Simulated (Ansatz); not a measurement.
Here is an Ansatz input file for Ba2H6Os, space group Fm-3m. Write the same calculation for the Python package.

```yaml
crystal:
  lattice:
    - [0.0, 4.0462, 4.0462]
    - [4.0462, 0.0, 4.0462]
    - [4.0462, 4.0462, 0.0]
  atoms:
    - { symbol: Ba, position: [0.75, 0.75, 0.75] }
    - { symbol: Ba, position: [0.25, 0.25, 0.25] }
    - { symbol: H, position: [0.7859, 0.7859, 0.2141] }
    - { symbol: H, position: [0.2141, 0.7859, 0.2141] }
    - { symbol: H, position: [0.7859, 0.2141, 0.2141] }
    - { symbol: H, position: [0.2141, 0.2141, 0.7859] }
    - { symbol: H, position: [0.7859, 0.2141, 0.7859] }
    - { symbol: H, position: [0.2141, 0.7859, 0.7859] }
    - { symbol: Os, position: [0.0, 0.0, 0.0] }
basis:
  ecutwfc: 462.5935661818
kpoints:
  mp_grid: { kspacing: 0.29 }
hamiltonian:
  xc: r2scan
scf:
  self_checks: high
  occupations: { method: fermi_dirac, width: 0.01 }
output:
  write_density: true
  write_potential: true
  volumetric_format: npy
  elf: true
  stress: true
```

Launched from the shell:
```console
$ ansatz run input.yaml --threads 1 --pin off --max-ram 3072MiB --backend cpu --events-out ev --progress --plain --runs-dir out
Warning: basis.ecutwfc = 462.5935661818 eV is below the records' recommended 500 eV, and the density's cutoff is lower with it unless basis.ecutrho_ratio is high enough to keep the records' density cutoff: compare with a run at a higher cutoff
Engine: ansatz 0.2.0, x86_64-unknown-linux-gnu
Pseudopotentials: kind: paw
Pseudopotential: Ba, paw, valence charge 10, recommended cutoff 500 eV (meta_gga), Ba.paw.azcp
Pseudopotential: H, paw, valence charge 1, recommended cutoff 500 eV (meta_gga), H.paw.azcp
Pseudopotential: Os, paw, valence charge 16, recommended cutoff 500 eV (meta_gga), Os.paw.azcp
Functional definition: r2SCAN
  parameter k0 = 0.174
  parameter k1 = 0.065
  parameter a1 = 4.9479
  exchange = r2scan_x(k0 = k0, k1 = k1, a1 = a1)
  correlation = r2scan_c
Crystal: 9 atoms, lattice volume = 132.487 Å³
Basis set: ecut = 462.5935661818 eV, 2975 PW (Γ), exchange–correlation on 180×180×180 points (64 copies of the dense FFT grid, shifted against one another)
Bands: 30, of which v1, the nominal top of the filled ones, is band 21 counted from 1 (20 counted from 0)
Symmetry: 48 space group operations
Space group: Fm-3m (ITA 225), of the structure as read, at distance tolerance 5.1e-5 Å
k-points: 10 of 125
Non-local potential: Ba, projectors of the file, l = 0: 3, l = 1: 2, l = 2: 2, l = 3: 2
Non-local potential: H, projectors of the file, l = 0: 2, l = 1: 1
Non-local potential: Os, projectors of the file, l = 0: 3, l = 1: 2, l = 2: 2, l = 3: 1
PAW form: soft (Blöchl's): semilocal exchange-correlation on the pseudo side does not see the compensation charge
PAW frozen core: Ba, regenerated for the run's functional (the file was generated under x = pbe(κ = 0.804, μ = 0.2195149727645171), c = pbe(β = 0.06672455060314922))
PAW frozen core: Os, regenerated for the run's functional (the file was generated under x = pbe(κ = 0.804, μ = 0.2195149727645171), c = pbe(β = 0.06672455060314922))
PAW one-centre angular grid: Ba, 302 points (default); XC on 160 Gauss nodes
PAW one-centre angular grid: H, 302 points (default); XC on 160 Gauss nodes
PAW one-centre angular grid: Os, 590 points (default); XC on 160 Gauss nodes
Initial density: superposition of atomic densities (neutral atoms: chi_scale 0, normalization atom), corrected by the library's trained network
Initial wavefunctions: pseudopotential atomic-orbital guess
Functional: x = r2scan, c = r2scan; τ floored in thin density (d = 2e-4 eV/Å³)
SCF iter   1: F=—  HF=-23428.006511 eV  |F-HF|=—  |Δ(HF+E_count)|=         —  Δρ=8.79e-3  dr2=1.91e-1  dr2_τ=1.32e-1  ethr=1.77e-3  ⟨swp⟩=9.0  Hψ=1741  notcnv=0
preconditioner: auto → Resta (q_TF=auto, 2.253 Å⁻¹)  ε∞=3.4  [insulator: Δε(μ)=2.381 eV  Ē_g=11.429 eV  σ=0.010 eV  W_gap=1.00  n_scr=26 (ndim 8)  ℏωp=17.7 eV  f_vac=0.048  D(μ)=0.00/eV (n_scr^D=0)  ε∞_Penn≈3.4]
SCF iter   2: F=—  HF=-23428.074075 eV  |F-HF|=—  |Δ(HF+E_count)|=   6.76e-2  Δρ=5.13e-3  dr2=4.46e-2  dr2_τ=1.55e-2  ethr=4.54e-4  ⟨swp⟩=3.1  Hψ=605  notcnv=0  defer=28
SCF iter   3: F=—  HF=-23428.069575 eV  |F-HF|=—  |Δ(HF+E_count)|=   4.50e-3  Δρ=2.75e-3  dr2=1.01e-2  dr2_τ=8.36e-4  ethr=1.06e-4  ⟨swp⟩=2.1  Hψ=452  notcnv=0  defer=28
SCF iter   4: F=—  HF=-23428.069316 eV  |F-HF|=—  |Δ(HF+E_count)|=   2.60e-4  Δρ=4.68e-4  dr2=5.93e-4  dr2_τ=4.26e-5  ethr=2.41e-5  ⟨swp⟩=3.1  Hψ=587  notcnv=0  defer=28
SCF iter   5: F=—  HF=-23428.069476 eV  |F-HF|=—  |Δ(HF+E_count)|=   1.60e-4  Δρ=1.47e-4  dr2=7.78e-5  dr2_τ=1.28e-6  ethr=1.41e-6  ⟨swp⟩=2.3  Hψ=458  notcnv=0  defer=28
SCF iter   6: F=—  HF=-23428.069581 eV  |F-HF|=—  |Δ(HF+E_count)|=   1.05e-4  Δρ=3.65e-5  dr2=2.19e-6  dr2_τ=5.98e-8  ethr=1.85e-7  ⟨swp⟩=2.2  Hψ=474  notcnv=0  defer=28
SCF iter   7: F=-23428.069583 eV  HF=-23428.069583 eV  |F-HF|=1.06e-8  |Δ(HF+E_count)|=   1.70e-6  Δρ=7.87e-6  dr2=5.88e-8  dr2_τ=5.54e-9  ethr=2.38e-10  ⟨swp⟩=16.0  Hψ=2794  notcnv=0
SCF 1 converged in 7 iterations: F = -23428.069583 eV  dr2 = 5.88e-8
  greatest PAW one-centre occupation: 1.000 electrons in one spin orbital (limit 2), on the Os atom at site 8 (counted from 0), in its partial waves of l = 0
SCF converged after 7 iterations
Free energy (F): -23428.069583 eV
Harris-Foulkes:  -23428.069583 eV  (|F-HF|=1.06e-8)
Internal energy: -23428.069583 eV  (E = F + TS)
E sigma→0 (E₀):  -23428.069583 eV
Fermi energy:    8.267047 eV
--- Per-component energies (eV) ---
  E_band       = -447.936694
  E_kinetic    = 984.148210
  E_local      = -2914.126432  (includes V_loc(G=0)·N_el)
  E_nonlocal   = 118.334122
  E_hartree    = 1154.010907
  E_xc         = -624.477658
  E_vxc        = -689.012946  (∫ρ·V_xc dr)
  E_paw        = -19545.557537  (= ΣΔE_a)
  E_vpaw       = -291.773290  (= ΣTr[D̂ρ^β])
  E_aug_tail   = -0.004088  (compensation charges beyond the density's cutoff)
  E_vtau       = 36.479038  (kinetic-family band-sum trace: ∫τ·v_τ [+ j·A + Jᵃ·Aᵃ] dr)
  E_ewald      = -2600.152924
  E_core_change = -0.244181  (= ΣΔE_core)
  E_smearing   = -0.000000  (= −TS)
  E_closure    = 0.000000  (closes the sum)
  Σ components = -23428.069583   (vs F -23428.069583, Δ=0.00e0)
--- Stress (GPa, compression-positive) ---
       -0.576668       0.000000       0.000000
        0.000000      -0.576668       0.000000
       -0.000000       0.000000      -0.576668
  P = ⅓ Tr σ = -0.5767 GPa (-5.767 kbar)
--- Band table (eV; the first three rows and the last of 10) ---
  k-point 0: bands = ["-78.6449", "-37.5084", "-37.5084", "-37.5084", "-20.6570", "-20.5075", "-5.6716", "-5.6716", "-5.6716", "-5.2087", "-5.2087", "-5.2087", "0.4975", "2.7158", "2.7158", "4.1561", "4.1561", "4.1561", "7.1358", "7.1358", "7.1358", "10.4098", "10.4579", "10.4579", "13.9744", "13.9744", "13.9744", "14.3184", "14.3184", "14.3184"]
  k-point 1: bands = ["-78.6449", "-37.5084", "-37.5084", "-37.5084", "-20.6417", "-20.5211", "-5.6574", "-5.6369", "-5.6369", "-5.3202", "-5.2646", "-5.2646", "0.7941", "2.7351", "2.7351", "4.1088", "4.3858", "4.3858", "7.0269", "7.0796", "7.0796", "10.5362", "10.5362", "11.0769", "12.2605", "12.8630", "12.8630", "13.6616", "13.6616", "14.0305"]
  k-point 2: bands = ["-78.6449", "-37.5085", "-37.5084", "-37.5084", "-20.6030", "-20.5571", "-5.6277", "-5.5380", "-5.5380", "-5.4944", "-5.3972", "-5.3972", "1.2913", "2.7744", "2.7744", "4.1120", "4.8031", "4.8031", "6.7486", "6.9598", "6.9598", "10.8445", "10.8445", "10.8815", "11.6804", "11.6804", "12.1892", "12.4755", "12.4755", "13.8926"]
  k-point 9: bands = ["-78.6449", "-37.5085", "-37.5085", "-37.5085", "-20.5910", "-20.5667", "-5.9164", "-5.8339", "-5.5768", "-5.3994", "-5.1692", "-5.1325", "1.5030", "2.6666", "2.8805", "4.3388", "4.7531", "5.1139", "6.7091", "6.8428", "6.8969", "9.5408", "10.4180", "10.9355", "11.2814", "11.9438", "12.5381", "12.9143", "13.3399", "13.6743"]
```

The script, `ba2h6os.py`:
```python
"""Single point of Ba2H6Os."""

from pathlib import Path
import warnings

import ansatz as az
import numpy as np
from pymatgen.core import Structure

OCCUPATIONS = "fermi_dirac"
SMEARING_WIDTH = 0.01
FUNCTIONAL = "r2scan"
KSPACING = 0.29


def main() -> None:
    warnings.simplefilter("ignore", az.DeckWarning)

    ba2h6os = (
        az.Lattice.of((0.0, 4.0462, 4.0462), (4.0462, 0.0, 4.0462), (4.0462, 4.0462, 0.0))
        .atom("Ba", (0.75, 0.75, 0.75))
        .atom("Ba", (0.25, 0.25, 0.25))
        .atom("H", (0.7859, 0.7859, 0.2141))
        .atom("H", (0.2141, 0.7859, 0.2141))
        .atom("H", (0.7859, 0.2141, 0.2141))
        .atom("H", (0.2141, 0.2141, 0.7859))
        .atom("H", (0.7859, 0.2141, 0.7859))
        .atom("H", (0.2141, 0.7859, 0.7859))
        .atom("Os", (0.0, 0.0, 0.0))
    )

    # the calculation
    base = ba2h6os.calculation()
    base = base.occupations(OCCUPATIONS, width=SMEARING_WIDTH)
    base = base.functional(FUNCTIONAL)
    base = base.kpoints(spacing=KSPACING).scf(self_checks="high")
    base = base.basis(34 * az.Ry)
    base = base.stress()
    base = base.density().potential()
    base = base.electron_localization_function()
    base = base.output_files(volumetric_format="npy")
    planned = base.session().plan(threads=1)
    facts = planned.describe()
    print("plan:", facts["n_bands"], "bands,", len(facts["kpoints_frac"]), "k-points, plane waves", facts["n_pw_range"], "grid", facts["fft_dense"])
    done = planned.execute()
    rep = done.report

    n_atoms = len(rep["lattice"]["sites"])
    print("F =", round(rep["free_energy_ev"], 4), "eV for", n_atoms, "atoms")
    print("E(sigma -> 0) =", round(rep["energy_sigma0_ev"], 4), "eV, TS =", round(rep["entropy_ts_ev"], 5), "eV")
    print("closed by", rep["closed_by"], "after", rep["n_iterations"], "iterations")

    # principal values and the von Mises stress of the deviator
    principal = np.linalg.eigvalsh(np.array(rep["stress_gpa"]))
    mises = np.sqrt(0.5 * sum((principal[i] - principal[i - 1]) ** 2 for i in range(3)))
    print("principal stresses (GPa, compression positive):", np.round(principal, 3))
    print(f"mean {principal.mean():.3f} GPa, von Mises {mises:.3f} GPa, PV = {principal.mean() * rep['setup']['cell_volume_ang3'] / 160.21766:.4f} eV")

    final = Structure(done.lattice.cell_ang, [s.symbol for s in done.lattice.sites], [s.position_frac for s in done.lattice.sites])
    # count neighbours out to a fixed multiple of the shortest distance
    for index, (site, neighbours) in enumerate(zip(final, final.get_all_neighbors(5.5))):
        first = min(n.nn_distance for n in neighbours)
        shell = [n for n in neighbours if n.nn_distance < 1.2 * first]
        mean = sum(n.nn_distance for n in shell) / len(shell)
        print(f"atom {index} {site.specie.symbol}: {len(shell)} neighbours within 1.2 of the shortest distance, mean {mean:.3f} A")

    folder = Path(done.write_results("fields"))
    print("densities in e/A^3, potentials in eV, ELF without unit")
    for name in sorted(p.name for p in folder.glob("*.npy")):
        field = np.load(folder / name)
        print(f"{name:16s} {str(field.shape):16s} min {field.min():10.4f}  mean {field.mean():10.4f}  max {field.max():10.4f}")

    rho = done.density()
    total = sum(ch.density_e_per_ang3 for ch in rho.channels[:2]) if len(rho.channels) < 3 else rho.channels[0].density_e_per_ang3
    print("grid", rho.dims, "electrons", round(float(total.mean() * rho.cell_volume_ang3), 4))
    print(f"density range {total.min():.4f} to {total.max():.4f} e/A^3")
    print(np.array2string(total[:: max(rho.dims[0] // 8, 1), :: max(rho.dims[1] // 8, 1), 0], precision=3, suppress_small=True))


if __name__ == "__main__":
    main()
```

```console
$ python ba2h6os.py
plan: 30 bands, 10 k-points, plane waves [2965, 3008] grid [45, 45, 45]
F = -23428.0696 eV for 9 atoms
E(sigma -> 0) = -23428.0696 eV, TS = 0.0 eV
closed by deck_thresholds after 7 iterations
principal stresses (GPa, compression positive): [-0.577 -0.577 -0.577]
mean -0.577 GPa, von Mises 0.000 GPa, PV = -0.4769 eV
atom 0 Ba: 12 neighbours within 1.2 of the shortest distance, mean 2.876 A
atom 1 Ba: 12 neighbours within 1.2 of the shortest distance, mean 2.876 A
atom 2 H: 1 neighbours within 1.2 of the shortest distance, mean 1.733 A
atom 3 H: 1 neighbours within 1.2 of the shortest distance, mean 1.733 A
atom 4 H: 1 neighbours within 1.2 of the shortest distance, mean 1.733 A
atom 5 H: 1 neighbours within 1.2 of the shortest distance, mean 1.733 A
atom 6 H: 1 neighbours within 1.2 of the shortest distance, mean 1.733 A
atom 7 H: 1 neighbours within 1.2 of the shortest distance, mean 1.733 A
atom 8 Os: 6 neighbours within 1.2 of the shortest distance, mean 1.733 A
densities in e/A^3, potentials in eV, ELF without unit
elf.npy          (45, 45, 45)     min     0.0000  mean     0.3640  max     0.9989
rho.npy          (45, 45, 45)     min     0.0060  mean     0.3170  max     7.8996
v_es.npy         (45, 45, 45)     min   -58.5911  mean     4.0940  max    11.3572
v_tot.npy        (45, 45, 45)     min   -88.2769  mean    -5.4701  max     9.4944
grid (45, 45, 45) electrons 42.0
density range 0.0060 to 7.8996 e/A^3
[[7.682 4.068 0.333 0.098 0.037 0.037 0.098 0.333 4.068]
 [4.068 0.562 0.168 0.073 0.068 0.073 0.168 0.562 4.068]
 [0.333 0.168 0.111 0.212 0.212 0.111 0.168 0.333 0.562]
 [0.098 0.073 0.212 0.425 0.212 0.073 0.098 0.168 0.168]
 [0.037 0.068 0.212 0.212 0.068 0.037 0.073 0.111 0.073]
 [0.037 0.073 0.111 0.073 0.037 0.068 0.212 0.212 0.068]
 [0.098 0.168 0.168 0.098 0.073 0.212 0.425 0.212 0.073]
 [0.333 0.562 0.333 0.168 0.111 0.212 0.212 0.111 0.168]
 [4.068 4.068 0.562 0.168 0.073 0.068 0.073 0.168 0.562]]
```

Caveats:
- The settings weren't tested for convergence.
- The cutoff lies under the one recommended for these potentials.
- Under the recommended cutoff a pressure can be off by several GPa, even in sign.
- Spin-orbit coupling, which matters for elements this heavy, is left out.
- Grid values close to the nuclei reflect the PAW or pseudopotential construction, not the all-electron fields.
- The structure comes from a database of computed cells and needn't be a stable or known phase.
- The script silences the warnings on its input, which a real study should read.
- Finished in 5.4 s on 1 thread of Intel(R) Xeon(R) 6975P-C (Granite Rapids), on a shared host, peak memory 0.87 GiB.

(Lines on the test bed's own set-up are left out of the output.)
